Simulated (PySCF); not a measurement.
# C3H7NS2Si: the cost of one run

Programs: PySCF 2.14.0, with density-fitted response routines of our own. Each step states its level of theory. These are calculated values for one molecule in the gas phase, unless marked as measured. Atoms count from 0, in the outputs and in this text.

**1. The starting structure**

14 atoms, charge 0, multiplicity 1; geometry from: GFN2-xTB.

Bonds of the start (Å): C0–N1 1.25, N1–Si2 1.71, Si2–S3 2.14, S3–C4 1.83, C4–C5 1.51, C5–S6 1.82, S6–Si2 2.14, C0–H7 1.09, C0–H8 1.09, Si2–H9 1.46, C4–H10 1.09, C4–H11 1.09, C5–H12 1.09, C5–H13 1.09.

**2. TDDFT and polarisability: CAM-B3LYP/def2-SVPD**

What the job is given:

```
{"job": {"kind": "uv", "xc": "CAM-B3LYP", "basis": "def2-SVPD", "nstates": 8, "ntriplets": 3}, "charge": 0, "multiplicity": 1}
C      3.152108     0.262999     0.731951
N      1.906537     0.180321     0.671866
Si     0.765705    -0.046614    -0.579863
S     -0.625582     1.570133    -0.383331
C     -2.087511     0.489434    -0.222983
C     -1.798330    -0.690131     0.673706
S     -0.452994    -1.715971    -0.009548
H      3.621795     0.398157     1.701367
H      3.817609     0.211850    -0.131032
H      1.124192    -0.227935    -1.978840
H     -2.880450     1.109001     0.195813
H     -2.375958     0.161455    -1.222115
H     -1.497243    -0.363992     1.669176
H     -2.670557    -1.339179     0.752147
```

Method: TDDFT CAM-B3LYP/def2-SVPD, vertical, gas phase, core orbitals frozen in the response.

Command:

```sh
> OMP_NUM_THREADS=1 python probes_run.py task.json out
```

One launch serves the whole session: the jobs run in the order shown.

**Question.** How long does this job take on 1 thread of Intel Xeon at 2.70GHz, shared host, and how much memory does it need?

About 91 s, with a peak of 0.97 GiB.
